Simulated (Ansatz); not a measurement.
**C3H9FGeO: up Jacob's ladder to CCSD(T)**

An exercise on one series of results from a longer session: the logs are not shown, and one member is left open.

The runs use Ansatz 0.2.0, Gaussian basis; functionals in def2-TZVPP, the program's frozen cores in correlated methods.

Levels to be run: PBE-D4, r2SCAN-D4, PBE0-D4, B3LYP-D4, ωB97X-V, ωB97M-V, B2PLYP; CCSD(T)/def2-TZVPP; MP2/def2-QZVPP; extrapolation to the limit.

## The relaxed structure

The geometry comes from an earlier relaxation with PBE0-D4 in a triple-zeta def2 set; it is a stationary point, not always the lowest conformer.

15 atoms, charge 0, spin multiplicity 1.

Atoms are counted from 1 here; the program's logs count them from 0.

Bond lengths: C1–C2 1.508 Å, C1–H7 1.092 Å, C1–H8 1.092 Å, C1–H9 1.093 Å, C2–O3 1.417 Å, C2–H10 1.100 Å, C2–H11 1.097 Å, O3–Ge4 1.761 Å, Ge4–C5 1.924 Å, Ge4–F6 1.746 Å, Ge4–H12 1.539 Å, C5–H13 1.090 Å, C5–H14 1.090 Å, C5–H15 1.091 Å. Angles: C2–C1–H7 110.4°, C2–C1–H8 110.6°, C2–C1–H9 110.4°, H7–C1–H8 108.3°, H7–C1–H9 108.5°, H8–C1–H9 108.5°, C1–C2–O3 108.9°, C1–C2–H10 110.0°, C1–C2–H11 110.3°, O3–C2–H10 110.5°, O3–C2–H11 109.9°, H10–C2–H11 107.3°, C2–O3–Ge4 120.1°, O3–Ge4–C5 107.5°, O3–Ge4–F6 106.8°, O3–Ge4–H12 110.3°, C5–Ge4–F6 108.2°, C5–Ge4–H12 118.9° and more.

The first run:

File in.yaml:

```yaml
crystal:
  periodic: [false, false, false]
  atoms:
    - {symbol: C, position_ang: [-0.538156, 1.798002, -1.831902]}
    - {symbol: C, position_ang: [0.399057, 0.785131, -1.223013]}
    - {symbol: O, position_ang: [-0.196087, 0.255149, -0.050786]}
    - {symbol: Ge, position_ang: [0.543362, -1.114530, 0.773374]}
    - {symbol: C, position_ang: [-0.546786, -1.524874, 2.304194]}
    - {symbol: F, position_ang: [2.103533, -0.576581, 1.343051]}
    - {symbol: H, position_ang: [-0.739594, 2.603843, -1.123388]}
    - {symbol: H, position_ang: [-1.488300, 1.331028, -2.099282]}
    - {symbol: H, position_ang: [-0.098007, 2.231318, -2.733388]}
    - {symbol: H, position_ang: [0.606589, -0.017735, -1.945403]}
    - {symbol: H, position_ang: [1.358335, 1.256076, -0.975374]}
    - {symbol: H, position_ang: [0.863592, -2.233507, -0.233764]}
    - {symbol: H, position_ang: [-0.076268, -2.304327, 2.903840]}
    - {symbol: H, position_ang: [-0.659158, -0.624878, 2.909028]}
    - {symbol: H, position_ang: [-1.532102, -1.864125, 1.982796]}
basis:
  gaussian: {orbitals: def2-TZVPP}
hamiltonian: {xc: pbe, dispersion: d4}
output: {forces: true, orbitals: {seedname: orbitals}}
```

Run with:

```console
$ ansatz run in.yaml --threads 2 --pin off --events-out ev --progress --plain --max-ram 32768MiB --backend cuda --devices 0, --max-vram 18GiB
```

Among the steps run: PBE-D4 (GGA); r2SCAN-D4 (meta-GGA); PBE0-D4 (hybrid); B3LYP-D4 (hybrid); ωB97X-V (range-separated); ωB97M-V (range-separated); B2PLYP (double hybrid); CCSD(T) in def2-TZVPP; MP2 in def2-QZVPP.

One table of the session follows, with a row left open; its other results are not shown here.

```
            method  atomisation energy (kJ/mol)
            PBE-D4                       5722.6
         r2SCAN-D4                       5654.4
           PBE0-D4                       5633.1
          B3LYP-D4                       5624.8
           ωB97X-V                       5657.9
           ωB97M-V                            ?
            B2PLYP                       5585.8
     HF/def2-TZVPP                       4166.4
    MP2/def2-TZVPP                       5612.3
   CCSD/def2-TZVPP                       5461.1
CCSD(T)/def2-TZVPP                       5535.2
           MP2/CBS                       5734.3
       CCSD(T)/CBS                       5657.1
```

Estimate the missing values for ωB97M-V.

The run gave: atomisation energy (kJ/mol): 5641.3. In the column «atomisation energy (kJ/mol)» it lies between PBE0-D4 (5633.1) and r2SCAN-D4 (5654.4).

Limits of these values: Free atoms (3 C, 1 O, 1 Ge, 1 F, 9 H) were run apart at each level; the atomisation energy is their sum less the molecule, without zero-point or spin-orbit terms.
